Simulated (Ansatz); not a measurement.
Working through a check of PAW against all-electron LAPW of Ge, space group Imma

With Ansatz 0.2.0, Python API.

Interactive session:
```pycon
>>> import ansatz
>>> from ase import Atoms
>>> import numpy as np
>>> KSPACING = 0.2
>>> FUNCTIONAL = "lda"
>>> SMEARING = "Methfessel-Paxton"
>>> def count_gap(report):
...     # lowest empty less highest filled band, counting bands; zero where they overlap
...     return max(report.get("gap_by_band_count_ev") or 0.0, 0.0)
...
>>> atoms = Atoms(
...     ["Ge", "Ge"],
...     scaled_positions=[
...         [0.185943, 0.935943, 0.25],
...         [0.814057, 0.064057, 0.75],
...     ],
...     cell=[
...         [-2.495898, 2.650863, 1.436947],
...         [2.495898, -2.650863, 1.436947],
...         [2.495898, 2.650863, -1.436947],
...     ],
...     pbc=True,
... )
>>> structure = ansatz.Crystal.from_ase(atoms)
>>> len(structure.resolved().sites)
2
>>> calc = (
...     structure.calculation()
...     .kpoints(spacing=KSPACING)
...     .functional(FUNCTIONAL)
...     .occupations(SMEARING)
...     .stress()
...     .forces()
...     .band_table()
... )
>>> variants = {
...     "PAW": calc.pseudopotentials("paw"),
...     "LAPW": calc.pseudopotentials("all_electron", lapw=True),
... }
>>> rows = []
>>> for label, variant in variants.items():
...     summary = variant.run(threads=1, backend="cpu").report
...     levels = np.array(summary["eigenvalues_ev"][0]) - summary["fermi_energy_ev"]
...     print(label, "levels at the first k-point near E_F:", np.round(levels[np.abs(levels) < 5], 3))
...     rows.append((label, summary["n_electrons"], np.trace(summary["stress_gpa"]) / 3, count_gap(summary)))
...
DeckWarning: basis.ecutwfc = 420 eV, auto-derived from the records' recommended cutoffs: set by Ge (normal level)
PAW levels at the first k-point near E_F: [-3.903 -2.291 -1.848  3.591]
LAPW levels at the first k-point near E_F: [-3.905 -2.29  -1.848  3.593]
>>> lines = [",".join(["treatment", "electrons in bands", "P GPa", "gap by band count eV"])] + [",".join(f"{v:.4f}" if isinstance(v, float) else str(v) for v in row) for row in rows]
>>> print("\n".join(lines))
treatment,electrons in bands,P GPa,gap by band count eV
PAW,28.0000,-4.3144,0.0000
LAPW,44.0000,-4.2850,0.0000
>>> with open("paw_lapw.csv", "w") as handle:
...     handle.write("\n".join(lines) + "\n")
...
111
```

PAW gives -4.314 GPa and LAPW -4.285 GPa, 0.029 GPa apart. They took 10.8 and 97.5 s of processor time.

Notes:
- The computed bands are complete only to about 3.9 eV above the Fermi level.
- A gap by band count of zero or less means overlapping bands, a metal.
- This isn't the structure that Ge takes at ambient conditions.
- Gaps and levels are Kohn-Sham values on a finite set of k-points, without spin-orbit coupling.
- Warnings are shown shortened and without file and line.
- Pressure is positive in compression; the treatments may keep other shells as core, so totals and counts of electrons can differ.
- Wall time of the script: 110 s on 1 thread of Arm Neoverse V2, with other jobs on the host, peak memory 1.1 GiB.
